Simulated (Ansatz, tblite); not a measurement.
# (LiSH)4 cube (Li₄H₄S₄): one state, many levels

Aim: run the singlet of (LiSH)4 cube (Li₄H₄S₄) at one geometry on many levels, and compare frontier levels, spin and run time.

Program: Ansatz 0.2.0, Gaussian basis. Level of theory: as each input shows. These are calculated values, not measurements.

The runs, in order: GFN1-xTB, GFN2-xTB, PBE-D4/def2-TZVP, r2SCAN-D4/def2-TZVP, HSE06-D4/def2-TZVP, B97M-V/def2-TZVP, B3LYP-D4/def2-TZVP, PBE-D4/def2-SVP, PBE0-D4/def2-SVP, HF/STO-3G, CCSD(T)/def2-SVP, MP2/def2-TZVP.

2 further runs of the same task are left out: 2 set aside as unsound or not needed. Runs told in other sessions of the task aren't counted.

### Step 1. The structure

The singlet was relaxed beforehand with r2SCAN-D4/def2-SVP.

12 atoms, charge 0, spin multiplicity 1.

Bond lengths: Li1–S5 2.430 Å, Li1–S6 2.430 Å, Li1–S7 2.431 Å, Li2–S5 2.431 Å, Li2–S6 2.430 Å, Li2–S8 2.430 Å, Li3–S6 2.431 Å, Li3–S7 2.430 Å, Li3–S8 2.431 Å, Li4–S5 2.430 Å, Li4–S7 2.431 Å, Li4–S8 2.431 Å, S5–H9 1.344 Å, S6–H10 1.344 Å, S7–H11 1.344 Å, S8–H12 1.344 Å. Angles: S5–Li1–S6 94.8°, S5–Li1–S7 94.8°, S6–Li1–S7 94.8°, S5–Li2–S6 94.8°, S5–Li2–S8 94.8°, S6–Li2–S8 94.8°, S6–Li3–S7 94.8°, S6–Li3–S8 94.8°, S7–Li3–S8 94.8°, S5–Li4–S7 94.8°, S5–Li4–S8 94.8°, S7–Li4–S8 94.8°, Li1–S5–Li2 85.0°, Li1–S5–Li4 85.0°, Li1–S5–H9 128.7°, Li2–S5–Li4 85.0°, Li2–S5–H9 128.8°, Li4–S5–H9 128.8° and more.

PBE0-D4/def2-TZVP was run before; its log isn't repeated, and its numbers join the tables.

### Step 2. GFN1-xTB

Tight binding, by tblite at 300 K electronic temperature and without a spin-polarisation term:

```python
tblite.interface.Calculator('GFN1-xTB', numbers, positions, charge=0, uhf=0).singlepoint()
```

Energy -507.3431 eV, HOMO -9.78 eV, LUMO -6.20 eV; 0.009 s.

### Step 3. GFN2-xTB

Tight binding, by tblite at 300 K electronic temperature and without a spin-polarisation term:

```python
tblite.interface.Calculator('GFN2-xTB', numbers, positions, charge=0, uhf=0).singlepoint()
```

Energy -444.5622 eV, HOMO -9.50 eV, LUMO -6.74 eV; 0.009 s.

### Step 4. PBE-D4/def2-TZVP

start.molden holds the orbitals of an earlier run on this state, given as this run's starting guess.

Contents of in.yaml:

```yaml
crystal:
  periodic: [false, false, false]
  atoms:
    - {symbol: Li, position_ang: [0.982402, 0.895483, 1.508275]}
    - {symbol: Li, position_ang: [-1.558171, -1.036060, 0.736229]}
    - {symbol: Li, position_ang: [1.245134, -1.254320, -0.960071]}
    - {symbol: Li, position_ang: [-0.669264, 1.394491, -1.285046]}
    - {symbol: S, position_ang: [-1.356732, 1.366344, 1.045882]}
    - {symbol: S, position_ang: [0.729256, -1.519367, 1.400296]}
    - {symbol: S, position_ang: [1.698060, 1.128288, -0.802849]}
    - {symbol: S, position_ang: [-1.070465, -0.975701, -1.644013]}
    - {symbol: H, position_ang: [-2.188216, 2.204653, 1.688337]}
    - {symbol: H, position_ang: [1.176530, -2.451179, 2.259686]}
    - {symbol: H, position_ang: [2.739651, 1.821266, -1.294525]}
    - {symbol: H, position_ang: [-1.728184, -1.573919, -2.652191]}
basis:
  gaussian: {orbitals: def2-TZVP, initial_orbitals: start.molden}
hamiltonian: {xc: pbe, dispersion: d4}
scf: {omitted_lower_state_checks: [starts]}
output: {forces: true, orbitals: {seedname: orbitals}}
```

The run is started by

```bash
ansatz run in.yaml --threads 4 --pin off --events-out ev --progress --plain --max-ram 4787MiB
```

The runs that follow: r2SCAN-D4/def2-TZVP; HSE06-D4/def2-TZVP; B97M-V/def2-TZVP; B3LYP-D4/def2-TZVP; PBE-D4/def2-SVP; PBE0-D4/def2-SVP; HF/STO-3G; CCSD(T)/def2-SVP; MP2/def2-TZVP.

**Question.** What will the summary of the whole plan be? Wanted: gap in def2-TZVP, named functionals, smallest and largest; correlation energy, CCSD(T)/def2-SVP; correlation energy, MP2/def2-TZVP; binding an atom, CCSD(T)/def2-SVP; PBE0 total energy, smallest basis above largest.

As calculated:

```
                                                 quantity                                value
gap in def2-TZVP, named functionals, smallest and largest  3.93 eV (PBE-D4), 5.75 eV (PBE0-D4)
                     correlation energy, CCSD(T)/def2-SVP                            -18.18 eV
                        correlation energy, MP2/def2-TZVP                            -24.23 eV
                        binding an atom, CCSD(T)/def2-SVP                             2.700 eV
          PBE0 total energy, smallest basis above largest       14.93 eV (def2-SVP, def2-TZVP)
```

In words: Over the named functionals in def2-TZVP the gap runs from 3.93 eV (PBE-D4) to 5.75 eV (PBE0-D4); exact exchange widens it. A small miss in a minimal or small basis is a cancelling of errors, not accuracy. The functionals in def2-TZVP miss CCSD(T)/def2-SVP by +0.154 (PBE0-D4) to +0.243 eV (B97M-V) an atom. The yardstick is in a double-zeta basis, so levels in larger sets aren't compared like for like. CCSD(T)/def2-SVP isn't at the basis-set limit; small misses against it rank nothing.
